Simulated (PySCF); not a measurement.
# C2H6Gd (Gd(CH3)2+): the cost of one run

Method: several levels, as the steps say, no spin–orbit coupling; program: PySCF 2.14.0.

3 further runs of the same task are left out: 2 for a known fault of the program, 1 that didn't finish.

## Step 1: Starting geometry

9 atoms, charge 1, spin multiplicity 1.

Bond lengths: Gd1–C2 2.282 Å, Gd1–H3 2.866 Å, Gd1–H4 2.867 Å, Gd1–C6 2.280 Å, Gd1–H7 2.885 Å, Gd1–H8 2.884 Å, Gd1–H9 2.873 Å, C2–H3 1.108 Å, C2–H4 1.108 Å, C2–H5 1.106 Å, C6–H7 1.108 Å, C6–H8 1.108 Å, C6–H9 1.106 Å. Angles: C2–Gd1–H3 21.2°, C2–Gd1–H4 21.2°, C2–Gd1–C6 100.9°, C2–Gd1–H7 110.2°, C2–Gd1–H8 111.1°, C2–Gd1–H9 79.9°, H3–Gd1–H4 35.9°, H3–Gd1–C6 89.0°, H3–Gd1–H7 93.0°, H3–Gd1–H8 104.6°, H3–Gd1–H9 69.2°, H4–Gd1–C6 90.0°, H4–Gd1–H7 105.1°, H4–Gd1–H8 94.7°, H4–Gd1–H9 70.0°, C6–Gd1–H7 20.9°, C6–Gd1–H8 20.9°, C6–Gd1–H9 21.0° and more.

Coordinates:

```xyz
9

Gd    0.0425    1.4692   -0.0017
C     0.0001    0.0239    1.7639
H    -0.8869   -0.6368    1.7063
H     0.8817   -0.6463    1.7418
H    -0.0165    0.5193    2.7532
C     0.0006    0.0107   -1.7533
H    -0.8958    0.1503   -2.3900
H     0.8802    0.1322   -2.4162
H    -0.0064   -1.0383   -1.4040
```

Formal oxidation states: Gd +3. Each metal's 7 4f electrons lie in its core potential, so multiplicities, spins and levels count the valence alone. An earlier session relaxed this geometry at PBE0, Gd lcecp-1-SVP with ECP53, C def2-SVP, H def2-SVP (singlet, point group C1).

At PBE0 on the finer grid: E = -115.284430 Eh, HOMO -11.66 eV, LUMO -7.02 eV, Mulliken charge on Gd1 +1.28 e, largest force component 0.015 eV/Å. 

Levels to run: B3LYP; BP86; TPSSh; M06-L; PBE0, TZVP; PBE0, SVP. Hardware: 2 threads of Arm Neoverse V2, shared host.

## Step 2: B3LYP

Input file run.py (the lines that set the calculation):

```python
mol = gto.M(atom='''
Gd     0.04245     1.46921    -0.00172
C      0.00012     0.02395     1.76388
H     -0.88694    -0.63676     1.70626
H      0.88171    -0.64627     1.74180
H     -0.01655     0.51929     2.75317
C      0.00060     0.01075    -1.75334
H     -0.89575     0.15027    -2.38996
H      0.88025     0.13222    -2.41615
H     -0.00641    -1.03829    -1.40395''',
    basis={'Gd': 'lcecp-1-SVP', 'C': 'def2-SVP', 'H': 'def2-SVP'},
    ecp={'Gd': 'lcecp-1-SVP'},
    charge=1, spin=0)
mf = dft.RKS(mol, xc='B3LYP')
mf.grids.atom_grid = (75, 302)  # f atoms: unpruned, at least (60, 302)
mf = mf.density_fit()  # fitting sets: Gd AutoAux, C def2-universal-JKFIT, H def2-universal-JKFIT
mf.conv_tol = 1e-08; mf.max_cycle = 55
mf.kernel(dm0)  # dm0: the density of the relaxed state
```

Started as:

```console
$ OMP_NUM_THREADS=2 python run.py
```

**Question.** How long does this run take on 2 threads of Arm Neoverse V2, shared host?

About 5.1 s.
